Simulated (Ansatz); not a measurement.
**GaH₂ (quartet): wave-function methods side by side, aug-cc-pVTZ**

One table from this session's results is given with a row withheld; the runs are named, their logs left out.

Program: Ansatz 0.2.0, Gaussian basis. Level of theory: aug-cc-pVTZ, core rule «outside noble gas», up to 14 orbitals frozen. These are calculated values, not measurements.

To be run: UHF; CCSD(T) on ROHF; CCSD(T) on UHF; BCCD(T) on ROHF; CCSDT(Q) on ROHF; CCSDT(Q) on UHF; CASSCF and NEVPT2, 5 electrons in 6 orbitals.

24 further runs of the same task are left out: 4 for a known fault of the program, 9 that didn't finish, 11 set aside as unsound or not needed.

## The geometry

The geometry is a PBE0/def2-TZVP stationary point (not a proven minimum) of the parent state, kept for this charge and spin. No spin-orbit coupling is included. The filled d shell of Ga may be among the frozen orbitals whatever the setting's name suggests; the logs give the count.

3 atoms, charge 0, spin multiplicity 4.

Atoms are counted from 1 here; the program's logs count them from 0.

Bond lengths: Ga1–H2 1.768 Å, Ga1–H3 1.768 Å. Angles: H2–Ga1–H3 71.9°.

Set-up of the first run:

File in.yaml:

```yaml
crystal:
  periodic: [false, false, false]
  atoms:
    - {symbol: Ga, position_ang: [0.000000, 0.000000, -0.040218]}
    - {symbol: H, position_ang: [0.000000, 1.038252, 1.391008]}
    - {symbol: H, position_ang: [0.000000, -1.038252, 1.391008]}
basis:
  gaussian: {orbitals: aug-cc-pVTZ}
magnetization: {spin_polarized: true, initial_magnetization: 3}
hamiltonian: {xc: hf}
output: {orbitals: {seedname: orbitals}}
```

Launch:

```
ansatz run in.yaml --threads 1 --pin off --events-out ev --progress --plain --max-ram 2393MiB
```

Among the steps run: UHF; CCSD(T) on ROHF; CCSD(T) on UHF; BCCD(T) on ROHF; CCSDT(Q) on ROHF; CCSDT(Q) on UHF; CASSCF and NEVPT2, 5 electrons in 6 orbitals.

One table of the session follows, with a row left open; its other results are not shown here.

```
        method  from RCCSDT(Q) (kJ/mol)
          ROHF                   +219.7
           UHF                   +192.6
          RMP2                    +50.7
          UMP2                        ?
         RCCSD                     +8.9
         UCCSD                     +6.1
      RCCSD(T)                     +2.1
      UCCSD(T)                      0.0
       BCCD(T)                     +2.1
        RCCSDT                     +0.2
        UCCSDT                     -1.9
     RCCSDT(Q)                        0
     UCCSDT(Q)                     -2.1
CASSCF valence                   +128.0
NEVPT2 valence                    +35.5
```

Q: Estimate the row for UMP2 from the others.

The run gave: from RCCSDT(Q) (kJ/mol): +54.0. In the column «from RCCSDT(Q) (kJ/mol)» it lies between RMP2 (+50.7) and CASSCF valence (+128.0).

Limits of these values: Restricted and unrestricted rows rest on different reference determinants; where their highest levels disagree by more than a few hundredths of an eV, they describe different states and don't form one ladder.
